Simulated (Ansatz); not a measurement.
# CoRu: the cost of one run

Method: DFT PBE, scalar-relativistic, plane waves, PAW, in Ansatz 0.2.0.

### Step 1. The system as given

The structure is cubic, space group F-43m (No. 216). The conventional cell has a = 4.750 Å, b = 4.750 Å, c = 4.750 Å, α = 90.00°, β = 90.00°, γ = 90.00°. Co (site symmetry -43m) has 4 Ru at 2.06 Å as nearest neighbours. Ru (site symmetry -43m) has 4 Co at 2.06 Å as nearest neighbours.

As a file:

```
CELL_PARAMETERS angstrom
0.00000 2.37505 2.37505
2.37505 0.00000 2.37505
2.37505 2.37505 0.00000
ATOMIC_POSITIONS crystal
Co 0.00000 0.00000 0.00000
Ru 0.75000 0.75000 0.75000
```

The cell is invented: species swapped into a database cell of CdTe (F-43m, No. 216), with Co on the Cd sites and Ru on the Te sites. The dimensions are guesses.

### Step 2. Probe: one point on a coarse mesh

The input, input.yaml:

```yaml
crystal:
  lattice:
    - [0.0, 2.37505418, 2.37505418]
    - [2.37505418, 0.0, 2.37505418]
    - [2.37505418, 2.37505418, 0.0]
  atoms:
    - { symbol: Co, position: [0.0, 0.0, 0.0], spin: 3.0 }
    - { symbol: Ru, position: [0.75, 0.75, 0.75] }
basis:
  ecutwfc: 420
kpoints:
  mp_grid: { grid: [6, 6, 6] }
hamiltonian:
  xc: pbe
scf:
  occupations: { method: gaussian, width: 0.1 }
  lower_state_search: "off"
output:
  forces: true
  stress: true
  eigenvalues: true
  populations: true
magnetization:
  spin_polarized: true
```

Run with:

```bash
$ ansatz run input.yaml --threads 1 --pin off --max-ram 2560MiB --backend cpu --events-out ev --progress --plain --runs-dir out
```

Q: Estimate wall time and peak memory on 1 thread of Intel Xeon Platinum 8488C (Sapphire Rapids), shared host.

About 2.6 s, with a peak of 0.34 GiB.
